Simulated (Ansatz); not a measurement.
# CH9GaSi2: up Jacob's ladder to CCSD(T)

The task here is to estimate one member of a computed series from the others.

Method: functionals in def2-TZVPP, the program's frozen cores in correlated methods; program: Ansatz 0.2.0, Gaussian basis.

Levels to be run: LDA (SPW92), PBE-D4, revPBE-D4, BLYP-D4, r2SCAN-D4, B97M-V, PBE0-D4, B3LYP-D4, r2SCANh-D4, r2SCAN0-D4, HSE06-D4, BHLYP-D4, CAM-B3LYP-D4, LC-ωPBE, ωB97X-V, ωB97M-V, B2PLYP, PBE-QIDH; CCSD(T)/def2-SVP; CCSD(T)/def2-TZVPP; MP2/def2-QZVPP; extrapolation to the limit; RPA on PBE.

## The geometry

The geometry comes from an earlier relaxation with PBE0-D4 in a triple-zeta def2 set; it is a stationary point, not always the lowest conformer.

SMILES `[CH3][Ga]([SiH3])[SiH3]`, 13 atoms, charge 0, spin multiplicity 1.

Atoms are counted from 1 here; the program's logs count them from 0.

Bond lengths: C1–Ga2 1.976 Å, C1–H5 1.091 Å, C1–H6 1.091 Å, C1–H7 1.096 Å, Ga2–Si3 2.423 Å, Ga2–Si4 2.423 Å, Si3–H8 1.489 Å, Si3–H9 1.492 Å, Si3–H10 1.493 Å, Si4–H11 1.492 Å, Si4–H12 1.489 Å, Si4–H13 1.493 Å. Angles: Ga2–C1–H5 112.1°, Ga2–C1–H6 112.0°, Ga2–C1–H7 108.1°, H5–C1–H6 109.4°, H5–C1–H7 107.5°, H6–C1–H7 107.5°, C1–Ga2–Si3 118.7°, C1–Ga2–Si4 118.7°, Si3–Ga2–Si4 122.6°, Ga2–Si3–H8 113.5°, Ga2–Si3–H9 111.0°, Ga2–Si3–H10 109.9°, H8–Si3–H9 107.7°, H8–Si3–H10 107.5°, H9–Si3–H10 106.9°, Ga2–Si4–H11 110.7°, Ga2–Si4–H12 113.6°, Ga2–Si4–H13 110.2° and more.

The first run:

File in.yaml:

```yaml
crystal:
  periodic: [false, false, false]
  atoms:
    - {symbol: C, position_ang: [-0.038975, 1.756098, -1.157175]}
    - {symbol: Ga, position_ang: [-0.035084, 0.115257, -0.056580]}
    - {symbol: Si, position_ang: [0.914301, 0.208813, 2.171193]}
    - {symbol: Si, position_ang: [-0.902320, -1.932661, -1.019489]}
    - {symbol: H, position_ang: [-0.844220, 1.754523, -1.893242]}
    - {symbol: H, position_ang: [-0.107641, 2.657979, -0.547016]}
    - {symbol: H, position_ang: [0.908839, 1.800287, -1.704760]}
    - {symbol: H, position_ang: [0.787928, -1.069195, 2.924611]}
    - {symbol: H, position_ang: [0.267580, 1.280259, 2.983487]}
    - {symbol: H, position_ang: [2.367438, 0.540788, 2.091164]}
    - {symbol: H, position_ang: [-2.318457, -1.751718, -1.453664]}
    - {symbol: H, position_ang: [-0.860029, -3.093767, -0.088423]}
    - {symbol: H, position_ang: [-0.118861, -2.301665, -2.235106]}
basis:
  gaussian: {orbitals: def2-TZVPP}
hamiltonian: {xc: lda}
output: {orbitals: {seedname: orbitals}}
```

Started as:

```console
ansatz run in.yaml --threads 2 --pin off --events-out ev --progress --plain --max-ram 32768MiB --backend cpu
```

Among the steps run: LDA; PBE-D4 (GGA); revPBE-D4 (GGA); BLYP-D4 (GGA); r2SCAN-D4 (meta-GGA); B97M-V (meta-GGA); B3LYP-D4 (hybrid); r2SCANh-D4 (hybrid); r2SCAN0-D4 (hybrid); HSE06-D4 (hybrid); BHLYP-D4 (hybrid); CAM-B3LYP-D4 (range-separated); LC-ωPBE (range-separated); ωB97X-V (range-separated); ωB97M-V (range-separated); B2PLYP (double hybrid); PBE-QIDH (double hybrid).

One table of the session follows, with a row left open; its other results are not shown here.

It belongs to the step «Orbital energies across the functionals». 

| functional | HOMO (eV) | LUMO (eV) | gap (eV) |
| --- | --- | --- | --- |
| LDA (SPW92) | -6.15 | -3.09 | 3.06 |
| PBE-D4 | -6.05 | -2.87 | 3.17 |
| revPBE-D4 | -6.00 | -2.77 | 3.24 |
| BLYP-D4 | ? | ? | ? |
| r2SCAN-D4 | -6.26 | -2.72 | 3.54 |
| B97M-V | -6.39 | -2.90 | 3.48 |
| PBE0-D4 | -7.04 | -2.11 | 4.93 |
| B3LYP-D4 | -6.84 | -2.34 | 4.50 |
| r2SCANh-D4 | -6.62 | -2.45 | 4.18 |
| r2SCAN0-D4 | -7.17 | -2.04 | 5.13 |
| HSE06-D4 | -6.65 | -2.48 | 4.17 |
| BHLYP-D4 | -7.91 | -1.33 | 6.59 |
| CAM-B3LYP-D4 | -8.22 | -1.16 | 7.06 |
| LC-ωPBE | -9.49 | -0.04 | 9.45 |
| ωB97X-V | -9.18 | -0.19 | 8.99 |
| ωB97M-V | -8.97 | -0.40 | 8.57 |

**Question.** Estimate the row for BLYP-D4.

Worked estimate for «HOMO (eV)». Against the share of exact exchange, B3LYP-D4 (0.2, -6.84), BHLYP-D4 (0.5, -7.91) give a slope of -3.57 per unit share; at 0 the line stands at -6.13.

As computed: HOMO (eV): -5.88; LUMO (eV): -2.78; gap (eV): 3.11. In «HOMO (eV)» the line misses by -0.25.
